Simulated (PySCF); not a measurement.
**Solver options tried on LiGe (quartet)**

Aim: find out which solver settings change the answer for LiGe (quartet).

The runs use PySCF 2.14.0; each script names its method and basis.

2 further runs of the same task are left out: 2 that didn't finish.

### Step 1. The system as given

LiGe (quartet): 2 atoms, charge 0, spin multiplicity 4.

Bond lengths: Li1–Ge2 2.323 Å.

### Step 2. The base run

The input, input.py:

```python
from pyscf import gto, scf, cc

mol = gto.M(
    atom='Li 0 0 0; Ge 0 0 2.323',
    basis='cc-pvdz',
    charge=0,
    spin=3,
    verbose=4,
)
mf = scf.UHF(mol)
mf.kernel()
mycc = cc.CCSD(mf, frozen=9)
mycc.kernel()
e = mycc.ipccsd(nroots=6)[0]
print('roots (eV) =', (e*27.211386).round(3))
mf.dip_moment()
print('orbital energies (hartree):', [e[max(0, n-3):n+3].round(4) for e, n in zip(mf.mo_energy, mol.nelec)])
```

Run with:

```console
python input.py
```

The log of this run is left out.

It gives: E(SCF) = -2082.767202 Eh, 11 cycles, E(CCSD) − E(SCF) = -0.08656 Eh, ⟨S²⟩ = 3.753, μ = 6.00 D, ionisation roots 6.565, 6.565, 7.392, 11.349, 12.248 eV.

The bond length is a typed value, not an optimised one. The quartet is typed in the script; nothing here shows that it is the ground state.

### Step 3. Convergence threshold 1e-07 hartree

Variant 1 changes convergence threshold: default → 1e-07 hartree.

The input, input.py:

```python
from pyscf import gto, scf, cc

mol = gto.M(
    atom='Li 0 0 0; Ge 0 0 2.323',
    basis='cc-pvdz',
    charge=0,
    spin=3,
    verbose=4,
)
mf = scf.UHF(mol)
mf.conv_tol = 1e-07
mf.kernel()
mycc = cc.CCSD(mf, frozen=9)
mycc.kernel()
e = mycc.ipccsd(nroots=6)[0]
print('roots (eV) =', (e*27.211386).round(3))
mf.dip_moment()
print('orbital energies (hartree):', [e[max(0, n-3):n+3].round(4) for e, n in zip(mf.mo_energy, mol.nelec)])
```

Run with:

```console
python input.py
```

### Step 4. Damping 0.2

Variant 2 changes damping: none → 0.2.

input.py, as its differences from that of step 2:

```diff
@@ -10,2 +10,4 @@
 mf = scf.UHF(mol)
+mf.damp = 0.2
+mf.diis_start_cycle = 8
 mf.kernel()
```

### Step 5. Cycle limit 200

Variant 3 changes cycle limit: 50 → 200.

input.py, as its differences from that of step 2:

```diff
@@ -10,2 +10,3 @@
 mf = scf.UHF(mol)
+mf.max_cycle = 200
 mf.kernel()
```

### Step 6. Level shift 0.1 hartree

Variant 4 changes level shift: none → 0.1 hartree.

input.py, as its differences from that of step 2:

```diff
@@ -10,2 +10,3 @@
 mf = scf.UHF(mol)
+mf.level_shift = 0.1
 mf.kernel()
```

Before running it: what results should come out? Wanted: for each run, E(SCF); from base; gap, α spin; SCF dipole; after the SCF.

**Answer**, as computed:

```csv
run,E(SCF) (hartree),from base (eV),cycles,"gap, α spin (eV)",SCF dipole (D),after the SCF
base,-2082.767202,0,11,6.58,6.00,"CCSD correlation -2.355 eV, core frozen, first root 6.57 eV"
convergence threshold 1e-07 hartree,-2082.767202,0.0000,8,6.58,6.00,"CCSD correlation -2.355 eV, core frozen, first root 6.57 eV"
damping 0.2,-2082.767202,0.0000,15,6.58,6.00,"CCSD correlation -2.355 eV, core frozen, first root 6.57 eV"
cycle limit 200,-2082.767202,0.0000,11,6.58,6.00,"CCSD correlation -2.355 eV, core frozen, first root 6.57 eV"
level shift 0.1 hartree,-2082.767202,0.0000,13,6.58,6.00,"CCSD correlation -2.355 eV, core frozen, first root 6.57 eV"
```

Distance from each run's final energy (log10 hartree) by cycle:

```csv
run,cycle 1,cycle 2,cycle 3,cycle 5,cycle 8,cycle 12
base,-1.7,-2.4,-2.9,-4.4,-8.0,done
convergence threshold 1e-07 hartree,-1.7,-2.4,-2.9,-4.4,-8.3,done
damping 0.2,-1.7,-2.3,-2.7,-3.4,-4.4,-8.3
cycle limit 200,-1.7,-2.4,-2.9,-4.4,-8.0,done
level shift 0.1 hartree,-1.7,-2.2,-2.5,-3.5,-6.1,-9.2
```

What this shows: No change of the SCF energy comes from convergence threshold 1e-07 hartree or damping 0.2 or cycle limit 200 or level shift 0.1 hartree. The base needs 11 cycles and the run with damping 0.2 needs 15.
